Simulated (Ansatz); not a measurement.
# AlGa5P6: the cost of one run

Program: Ansatz 0.2.0. Level of theory: DFT PBE, scalar-relativistic, plane waves, PAW. These are calculated values, not measurements.

## (1) The starting structure

The structure is tetragonal, space group P-4m2 (No. 115). Conventional cell: a = 3.777 Å, b = 3.777 Å, c = 16.024 Å, α = 90.00°, β = 90.00°, γ = 90.00°. Around Al (site symmetry -4m2) lie 4 P at 2.31 Å. Around Ga (site symmetry -4m2) lie 4 P at 2.31 Å. Ga (site symmetry 2mm) is surrounded by 4 P at 2.31 Å. P (site symmetry 2mm) is surrounded by 4 Ga at 2.31 Å. P (site symmetry 2mm) has 2 Al at 2.31 Å and 2 Ga at 2.31 Å as nearest neighbours.

Structure file:

```xyz
12
Lattice="3.7768 0.0000 0.0000 0.0000 3.7768 0.0000 0.0000 0.0000 16.0236" Properties=species:S:1:pos:R:3 pbc="T T T"
Al    1.8884    1.8884    8.0118
Ga    0.0000    0.0000    0.0000
Ga    1.8884    1.8884    2.6706
Ga    0.0000    0.0000    5.3412
Ga    0.0000    0.0000   10.6824
Ga    1.8884    1.8884   13.3530
P     1.8884    0.0000    4.0059
P     0.0000    1.8884    6.6765
P     1.8884    0.0000    9.3471
P     0.0000    1.8884   12.0177
P     1.8884    0.0000   14.6883
P     0.0000    1.8884    1.3353
```

The start is an ordering of an alloy on its end members' structure types: elements ordered on the sites of the AlP type, Al/Ga on Al (P-4m2, No. 115).

## (2) The guess as it stands, on a coarse mesh

Input file input.yaml:

```yaml
crystal:
  lattice:
    - [3.77680765, 0.0, 0.0]
    - [0.0, 3.77680765, 0.0]
    - [0.0, 0.0, 16.02363779]
  atoms:
    - { symbol: Al, position: [0.5, 0.5, 0.5] }
    - { symbol: Ga, position: [0.0, 0.0, 0.0] }
    - { symbol: Ga, position: [0.5, 0.5, 0.16666667] }
    - { symbol: Ga, position: [0.0, 0.0, 0.33333333] }
    - { symbol: Ga, position: [0.0, 0.0, 0.66666667] }
    - { symbol: Ga, position: [0.5, 0.5, 0.83333333] }
    - { symbol: P, position: [0.5, 0.0, 0.25] }
    - { symbol: P, position: [0.0, 0.5, 0.41666667] }
    - { symbol: P, position: [0.5, 0.0, 0.58333333] }
    - { symbol: P, position: [0.0, 0.5, 0.75] }
    - { symbol: P, position: [0.5, 0.0, 0.91666667] }
    - { symbol: P, position: [0.0, 0.5, 0.08333333] }
basis:
  ecutwfc: 420
kpoints:
  mp_grid: { grid: [4, 4, 1] }
hamiltonian:
  xc: pbe
scf:
  occupations: { method: gaussian, width: 0.1 }
  lower_state_search: "off"
output:
  forces: true
  stress: true
  eigenvalues: true
```

The run is started by

```sh
$ ansatz run input.yaml --threads 1 --pin off --max-ram 2560MiB --backend cpu --events-out ev --progress --plain --runs-dir out
```

What time and memory should one allow on 1 thread of Intel Xeon at 2.50GHz (Skylake/Cascade Lake), shared host?

About 16 s, with a peak of 0.45 GiB.
